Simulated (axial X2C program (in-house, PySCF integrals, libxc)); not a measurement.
**A two-component session on SeAs: properties at the nuclei**

Wanted for SeAs: properties at the nuclei, at the two-component level.

Computed with an in-house X2C program for linear molecules on PySCF integrals. Level: two-component X2C with atomic mean-field terms, Se dyall-cv3z, As dyall-cv3z.

All values are calculated.

### Step 1. The job

task.json

```json
{"zs": [34, 33], "q": 0, "bas": ["dyall-cv3z", "dyall-cv3z"], "r0": 2.21, "levels": ["PBE0", "HF", "r2SCAN", "BP86", "BHandHLYP"], "nst": 3}
```

Keys: zs atomic numbers; q charge; bas basis sets; r0 starting distance in Å; levels methods (HF also brings MP2); nst determinants followed.

Run with:

```
$ python soeom.py task.json out
```

The runs that follow: Expectation values, lowest determinant; Expectation values, a higher determinant; Expectation values, a higher determinant.

Before running it: what results should come out? Wanted: lowest determinant; Eeff magnitude; Ws magnitude Se; A∥/gI Se; qzz Se; higher determinant (for each run or level that gives them).

**Answer**, as computed:

```
                                        quantity                                                  value
                              lowest determinant                Ω = 1/2 (excess of +ω over −ω: ω = 1/2)
                    Eeff magnitude (GV/cm), PBE0                                                   0.13
                     Ws magnitude Se (kHz), PBE0                                                0.00123
                            A∥/gI Se (MHz), PBE0                                                   1020
                             qzz Se (a.u.), PBE0                                                   0.75
                              higher determinant                Ω = 3/2 (excess of +ω over −ω: ω = 3/2)
Eeff magnitude (GV/cm), PBE0, higher determinant                                                  0.205
 Ws magnitude Se (kHz), PBE0, higher determinant                                                 0.0195
        A∥/gI Se (MHz), PBE0, higher determinant                                                    243
         qzz Se (a.u.), PBE0, higher determinant                                                   0.67
                              higher determinant  Ω = 5/2 (excess of +ω over −ω: ω = -1/2, 2 × ω = 3/2)
Eeff magnitude (GV/cm), PBE0, higher determinant                                                  0.102
 Ws magnitude Se (kHz), PBE0, higher determinant                                                 0.0358
        A∥/gI Se (MHz), PBE0, higher determinant                                                    159
         qzz Se (a.u.), PBE0, higher determinant                                                  -0.23
```

In the first state, the effective field runs from 0.0757 to 1.16 GV/cm over the mean-field levels, so the levels don't agree on it. The expectation values come from single determinants, which for open shells can mix terms of unlike spin or miss the lowest Ω, so a determinant need not be a state. Eeff is the effective electric field on the electron dipole moment in this Ω state and Ws the scalar–pseudoscalar constant (defined with the proton number Z and per Ω); A∥ is the parallel hyperfine constant, which follows by multiplying with the nuclear g factor gI = μI/(I μN); qzz is the electric field gradient, eQq0 = 234.96 MHz × Q/barn × qzz; μ is positive if As is the positive end. The operators were transformed with the bare-nucleus X2C matrices.
